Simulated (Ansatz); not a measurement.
# Ni: pressure against volume

One table from this session's results is given with a row withheld; the runs are named, their logs left out.

Program: Ansatz 0.2.0. Level of theory: DFT PBE, scalar-relativistic. These are calculated values, not measurements.

## The system as given

It takes space group Fm-3m (No. 225, cubic). Conventional cell: a = 3.536 Å, b = 3.536 Å, c = 3.536 Å, α = 90.00°, β = 90.00°, γ = 90.00°. Ni (site symmetry m-3m) is surrounded by 12 Ni at 2.50 Å.

Structure file:

```cif
data_structure
_symmetry_space_group_name_H-M 'Fm-3m'
_symmetry_Int_Tables_number 225
_cell_length_a 3.5359
_cell_length_b 3.5359
_cell_length_c 3.5359
_cell_angle_alpha 90.000
_cell_angle_beta 90.000
_cell_angle_gamma 90.000
_cell_volume 44.21
loop_
_atom_site_label
_atom_site_type_symbol
_atom_site_symmetry_multiplicity
_atom_site_Wyckoff_symbol
_atom_site_fract_x
_atom_site_fract_y
_atom_site_fract_z
_atom_site_occupancy
Ni1 Ni 4 a 0.00000 0.00000 0.00000 1
```

The file gives the conventional cell by its symmetry; the runs use the cell typed in the input.

The cell is a deposited one (Crystallography Open Database entry 2100640); the temperature and pressure of the measurement aren't taken into account, and nothing was relaxed.

The first run:

Contents of input.yaml:

```yaml
crystal:
  lattice:
    - [0.0, 1.7440558547, 1.7440558547]
    - [1.7440558547, 0.0, 1.7440558547]
    - [1.7440558547, 1.7440558547, 0.0]
  atoms:
    - { symbol: Ni, position: [0.0, 0.0, 0.0], spin: 1.5 }
magnetization:
  spin_polarized: true
kpoints:
  mp_grid: { grid: [18, 18, 18] }
scf:
  occupations: { method: fermi_dirac, width: 0.05 }
hamiltonian:
  xc: pbe
  pseudopotentials: { kind: all_electron, lapw: { basis_error: 0.00025 } }
output:
  forces: true
  stress: true
  eigenvalues: true
```

Steps of the session up to this table: Volume × 0.96, LAPW; Volume × 0.96, PAW; Volume × 0.96, crystal datasets; Volume × 0.98, LAPW; Volume × 0.98, PAW; Volume × 1.02, LAPW; Volume × 1.02, PAW; Volume × 1.04, LAPW; Volume × 1.04, PAW; Volume × 1.04, crystal datasets.

One of the session's tables, all rows but one given; the rest of the session is left out.

```
          method  volume (Å³/atom)  moment Ni (μB)
            LAPW            10.610               ?
            LAPW            10.831            0.65
            LAPW            11.052            0.65
            LAPW            11.273            0.65
            LAPW            11.494            0.66
             PAW            10.610            0.66
             PAW            10.831            0.66
             PAW            11.052            0.66
             PAW            11.273            0.67
             PAW            11.494            0.67
crystal datasets            10.610            0.66
crystal datasets            11.052            0.66
crystal datasets            11.494            0.68
```

Q: Estimate the row for LAPW, 10.610 from the others.

As computed: moment Ni (μB): 0.64. In the column «moment Ni (μB)» it is the lowest.

To keep in mind: Warnings in the runs' records: crystal datasets made, printed levels off, band levels unverified.
